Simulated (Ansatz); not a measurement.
CsLiCr2Te2S3:

```
CELL_PARAMETERS angstrom
6.10792 -0.01886 0.00581
-2.28822 5.93151 0.00333
-1.38462 -2.19395 7.56260
ATOMIC_POSITIONS crystal
Cs 0.06348 0.10178 0.99394
Li 0.57026 0.58143 0.57403
Cr 0.07801 0.50138 0.57990
Cr 0.43162 0.02972 0.53722
Te 0.54458 0.76732 0.28198
Te 0.01143 0.65932 0.29902
S 0.77800 0.37133 0.70773
S 0.39402 0.82508 0.74875
S 0.19605 0.23009 0.48646
```

The cell was built by a generator and needn't be a form met in nature.

| Item | Value |
| --- | --- |
| Program | Ansatz 0.2.0 |
| Task | relaxation of cell and atoms |
| Functional | LDA |
| Potentials or basis | Ansatz PAW |
| Cutoff | 420 eV (not typed: the program's choice for these potentials) |
| k mesh | 4 × 4 × 3 |
| Occupations | fermi-dirac, width 0.05 eV |
| Spin | collinear spin, ferromagnetic start |
| Starting moments | [0.0, 0.0, 3.0, 3.0, 0.0, 0.0, 0.0, 0.0, 0.0] μB |

At the start: volume 30.42 Å³/atom.

How do energy, volume and symmetry change on relaxing?

It ends after 16 steps and the volume is 24.80 Å³/atom (-18.5 %); space group P1 (No. 1, to 0.05 Å); moment 1.54 μB per cell.

Step by step:
```tsv
step	energy change (eV)	largest force (eV/Å)	volume (Å³)
1	0.0000	0.5884	273.78
2	-0.2642	0.4565	253.14
3	-0.3754	0.1637	239.96
4	-0.5327	0.7607	221.89
5	-0.6202	0.4105	220.55
6	-0.6518	0.1270	219.63
7	-0.6600	0.0624	221.25
8	-0.6657	0.0712	223.63
9	-0.6671	0.0365	223.97
10	-0.6684	0.0260	224.10
11	-0.6694	0.0224	223.69
12	-0.6702	0.0239	223.22
13	-0.6704	0.0260	222.93
14	-0.6706	0.0115	223.15
15	-0.6706	0.0030	223.19
16	-0.6657	0.0031	223.19
```

Final structure:
```xyz
9
Lattice="5.9655 -0.0369 -0.1510 -2.2542 5.3808 0.0604 -1.5388 -1.9846 7.0090" Properties=species:S:1:pos:R:3 pbc="T T T"
Cs   -1.1671   -1.4231    6.9189
Li    1.2211    2.0264    3.8499
Cr   -1.5201    1.6442    4.1370
Cr    1.5552   -1.0657    3.7105
Te    0.9610    3.7788    1.8345
Te   -1.9991    2.8323    2.0345
S     2.7720    0.5540    4.7401
S    -0.4910    2.9521    5.4585
S    -0.2176    0.1360    3.6084
```

Caveat: the volume moved by over 15 % at a fixed basis, so the end points are rough; the plane-wave basis is chosen anew once the cell has moved, so the energies of steps on either side of that aren't comparable; only a ferromagnetic start was run, and an antiferromagnetic order may lie lower in energy; the PAW data sets come from PBE, with cores solved anew for the run's functional, which leaves a small shift of forces and pressure; the starting moments weren't kept.
